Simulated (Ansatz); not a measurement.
# C3H6O2Si: the cost of one run

Program: Ansatz 0.2.0. Level of theory: RKS PBE0-D4/6-31G. These are calculated values, not measurements.

### Step 1. Starting point

Bond lengths: C1–C2 1.329 Å, C2–C3 1.516 Å, C3–Si4 1.846 Å, Si4–O5 1.622 Å, C2–O6 1.310 Å, Si4–O6 1.733 Å, C1–H7 1.043 Å, C1–H8 1.111 Å, C3–H9 1.157 Å, C3–H10 1.103 Å, Si4–H11 1.423 Å, O5–H12 0.976 Å. Angles (14 of 20 angles, heavy atoms first): C1–C2–C3 125.4°, C1–C2–O6 132.6°, C3–C2–O6 102.0°, C2–C3–Si4 85.4°, C3–Si4–O5 119.2°, C3–Si4–O6 75.8°, O5–Si4–O6 106.9°, C2–O6–Si4 96.8°, C2–C1–H7 123.9°, C2–C1–H8 114.7°, C2–C3–H9 117.1°, C2–C3–H10 118.1°, Si4–C3–H9 114.6°, Si4–C3–H10 115.4°.

Coordinates:

```xyz
12

C    -1.6843   -1.2415    0.4300
C    -0.6977   -0.4685   -0.0131
C     0.7492   -0.5484    0.4322
Si    1.0422    0.8153   -0.7770
O     1.1931    2.3358   -0.2323
O    -0.6552    0.4912   -0.9041
H    -1.5716   -1.9552    1.1819
H    -2.6820   -1.0139   -0.0034
H     0.9772   -0.2725    1.5329
H     1.3030   -1.4824    0.2358
H     1.6939    0.5176   -2.0067
H     0.4093    2.7673    0.1577
```

### Step 2. Relaxing end A

File input.yaml:

```yaml
crystal:
  periodic: [false, false, false]
  atoms:
    - { symbol: C, position_ang: [-1.6843, -1.2415, 0.43] }
    - { symbol: C, position_ang: [-0.6977, -0.4685, -0.0131] }
    - { symbol: C, position_ang: [0.7492, -0.5484, 0.4322] }
    - { symbol: Si, position_ang: [1.0422, 0.8153, -0.777] }
    - { symbol: O, position_ang: [1.1931, 2.3358, -0.2323] }
    - { symbol: O, position_ang: [-0.6552, 0.4912, -0.9041] }
    - { symbol: H, position_ang: [-1.5716, -1.9552, 1.1819] }
    - { symbol: H, position_ang: [-2.682, -1.0139, -0.0034] }
    - { symbol: H, position_ang: [0.9772, -0.2725, 1.5329] }
    - { symbol: H, position_ang: [1.303, -1.4824, 0.2358] }
    - { symbol: H, position_ang: [1.6939, 0.5176, -2.0067] }
    - { symbol: H, position_ang: [0.4093, 2.7673, 0.1577] }
basis:
  gaussian: { orbitals: "6-31G" }
hamiltonian:
  xc: pbe0
  dispersion: d4
relax:
  f_tol: 0.02
  max_steps: 50
```

The run is started by

```console
$ ansatz run input.yaml --threads 1 --pin off --max-ram 2048MiB --backend cpu --events-out ev --progress --plain --runs-dir out
```

**Question.** How long does this run take on 1 thread of Intel Xeon 6975P-C (Granite Rapids), shared host, and how much memory does it need?

About 29 s, with a peak of 0.17 GiB.
